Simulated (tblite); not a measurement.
# C6H14N3Si: the cost of one run

The runs use tblite 0.8.0 and PySCF 2.14.0, with density-fitted response routines of our own; the level of theory stands in each step. All values are computed, except where a source is named. Atoms are numbered from 0 throughout.

## Step 1: Starting geometry

24 atoms, charge 1, multiplicity 1; geometry from: force field or distance geometry start.

Bonds of the start (Å): C0–C1 1.52, C1–C2 1.49, C2–N3 1.47, N3–N4 1.33, N4–N5 1.33, N5–C6 1.45, N5–C7 1.35, C7–C8 1.38, C8–Si9 1.86, C8–N3 1.34, C0–H10 1.10, C0–H11 1.12, C0–H12 1.13, C1–H13 1.12, C1–H14 1.11, C2–H15 1.09, C2–H16 1.12, C6–H17 1.13, C6–H18 1.10, C6–H19 1.11, C7–H20 1.09, Si9–H21 1.48, Si9–H22 1.49, Si9–H23 1.45.

## Step 2: Relaxing the molecule with GFN2-xTB

Job settings and geometry (Å):

```
{"job": {"kind": "relax", "xc": "GFN2-xTB", "basis": "xTB"}, "charge": 1, "multiplicity": 1}
C      2.518900    -1.123700     0.159800
C      2.360000     0.373700    -0.015300
C      1.336900     0.742200    -1.031700
N      0.000400     0.235900    -0.677600
N     -0.493300    -0.953400    -1.007800
N     -1.717800    -1.106100    -0.523700
C     -2.532500    -2.288000    -0.721200
C     -2.035300     0.007100     0.177500
C     -0.939900     0.833800     0.070500
Si    -0.874500     2.516500     0.859700
H      3.596500    -1.354600     0.167700
H      2.058100    -1.690600    -0.682900
H      2.100000    -1.490400     1.138000
H      3.355500     0.761300    -0.335900
H      2.112100     0.848500     0.956200
H      1.597600     0.462300    -2.052600
H      1.277400     1.859000    -1.007600
H     -2.854500    -2.655300     0.292800
H     -3.451300    -2.073900    -1.285200
H     -1.945500    -3.102600    -1.204900
H     -2.971700     0.198500     0.702500
H      0.412100     2.711500     1.561400
H     -0.922700     3.578600    -0.179800
H     -1.998300     2.729500     1.751000
```

Started as:

```
$ OMP_NUM_THREADS=1 python probes_run.py task.json out
```

One launch serves the whole session: the jobs run in the order shown.

Q: Estimate the wall time of this first job on 1 thread of Arm Neoverse N1, shared host.

About 2.1 s.
